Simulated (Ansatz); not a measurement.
# Cl3FH3NTi: the cost of one run

Method: RKS BLYP/def2-SVP, in Ansatz 0.2.0.

### 1 The starting structure

Bond lengths: Ti1–F2 2.180 Å, Ti1–Cl3 2.370 Å, Ti1–Cl4 2.368 Å, Ti1–N5 2.059 Å, N5–H6 1.060 Å, N5–H7 1.060 Å, Ti1–Cl8 2.670 Å. Angles: F2–Ti1–Cl3 109.4°, F2–Ti1–Cl4 109.5°, F2–Ti1–N5 109.5°, F2–Ti1–Cl8 71.6°, Cl3–Ti1–Cl4 109.5°, Cl3–Ti1–N5 109.5°, Cl3–Ti1–Cl8 67.2°, Cl4–Ti1–N5 109.5°, Cl4–Ti1–Cl8 176.6°, N5–Ti1–Cl8 72.8°, Ti1–N5–H6 120.0°, Ti1–N5–H7 120.0°, H6–N5–H7 120.0°.

Structure file:

```xyz
9

Ti    0.0000    0.0000    0.0000
F     0.0000    0.0000    2.1800
Cl    2.2349    0.0000   -0.7892
Cl   -1.1163    1.9339   -0.7892
N    -0.9703   -1.6810   -0.6860
H    -1.5052   -2.2973   -0.0095
H    -0.9349   -1.9302   -1.7156
Cl    1.3935   -2.1162    0.8419
H     0.6902   -1.0481    2.0249
```

### 2 Pulling towards end A

Springs on the bonds that form and break draw the guess towards this end; the thresholds are loose.

Input file input.yaml:

```yaml
crystal:
  periodic: [false, false, false]
  atoms:
    - { symbol: Ti, position_ang: [0.0, 0.0, 0.0] }
    - { symbol: F, position_ang: [0.0, 0.0, 2.18] }
    - { symbol: Cl, position_ang: [2.2349, 0.0, -0.7892] }
    - { symbol: Cl, position_ang: [-1.1163, 1.9339, -0.7892] }
    - { symbol: "N", position_ang: [-0.9703, -1.681, -0.686] }
    - { symbol: H, position_ang: [-1.5052, -2.2973, -0.0095] }
    - { symbol: H, position_ang: [-0.9349, -1.9302, -1.7156] }
    - { symbol: Cl, position_ang: [1.3935, -2.1162, 0.8419] }
    - { symbol: H, position_ang: [0.6902, -1.0481, 2.0249] }
basis:
  gaussian: { orbitals: def2-SVP }
hamiltonian:
  xc: blyp
relax:
  f_tol: 0.15
  max_steps: 25
  restrain:
    - { distance: [0, 7], at: 3.57, k: 30.0 }
    - { distance: [8, 1], at: 2.12, k: 30.0 }
    - { distance: [0, 1], at: 1.83, k: 30.0 }
    - { distance: [8, 7], at: 1.37, k: 30.0 }
```

Launch:

```
$ ansatz run input.yaml --threads 4 --pin off --max-ram 5120MiB --backend cpu --events-out ev --progress --plain --runs-dir out
```

Q: Estimate wall time and peak memory on 4 threads of Intel Xeon 6975P-C (Granite Rapids), shared host.

About 17 s, with a peak of 0.23 GiB.
